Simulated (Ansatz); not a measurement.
## SiF under changes of volume

One of the cells (12.099 Å³/atom); the others are scaled copies at fixed shape and fractional positions:

```
CELL_PARAMETERS angstrom
1.33860 0.77284 3.89831
-1.33860 0.77284 3.89831
0.00000 -1.54568 3.89831
ATOMIC_POSITIONS crystal
Si 0.50000 0.50000 0.50000
F 0.00000 0.00000 0.00000
```

The cell was built by a generator and needn't be a form met in nature.

| Property | Result |
| --- | --- |
| Program | Ansatz 0.2.0 |
| Functional | PBE |
| Potentials or basis | all-electron LAPW, scalar-relativistic |
| Cutoff | 238 eV (chosen from the basis error) |
| Basis error allowed | 0.0005 eV/atom |
| k mesh | 12 × 12 × 12 |
| Occupations | fermi-dirac, width 0.05 eV |
| Spin | no spin polarisation |

| volume (Å³/atom) | energy over the lowest point (meV/atom) | pressure (GPa) |
| --- | --- | --- |
| 11.373 | 14.14 | 6.4 |
| 11.615 | 6.32 | 4.1 |
| 11.857 | ? | ? |
| 12.099 | 0.00 | 0.2 |
| 12.341 | 0.84 | -1.4 |
| 12.583 | 4.09 | -3.0 |
| 12.825 | 9.58 | -4.4 |

What does the run at 11.857 Å³/atom give?

Energy over the lowest point 1.75 meV/atom; pressure 2.0 GPa.

Worked out: A Birch-Murnaghan fit of order 3 (a polynomial in V^(-2/3)) to the other rows has its minimum at 12.14 Å³/atom with B0 = V·E''(V) = 86 GPa and B' = 3.6 at fixed shape and positions, which overstates the stiffness. It gives 1.72 meV/atom at 11.857 Å³/atom, against the run's 1.75, and -dE/dV = 2.1 GPa, against 2.0.

Energies are extrapolated to zero smearing.

Caveats: an odd number of electrons without spin polarisation forces a metal; a magnetic or distorted state may lie lower.
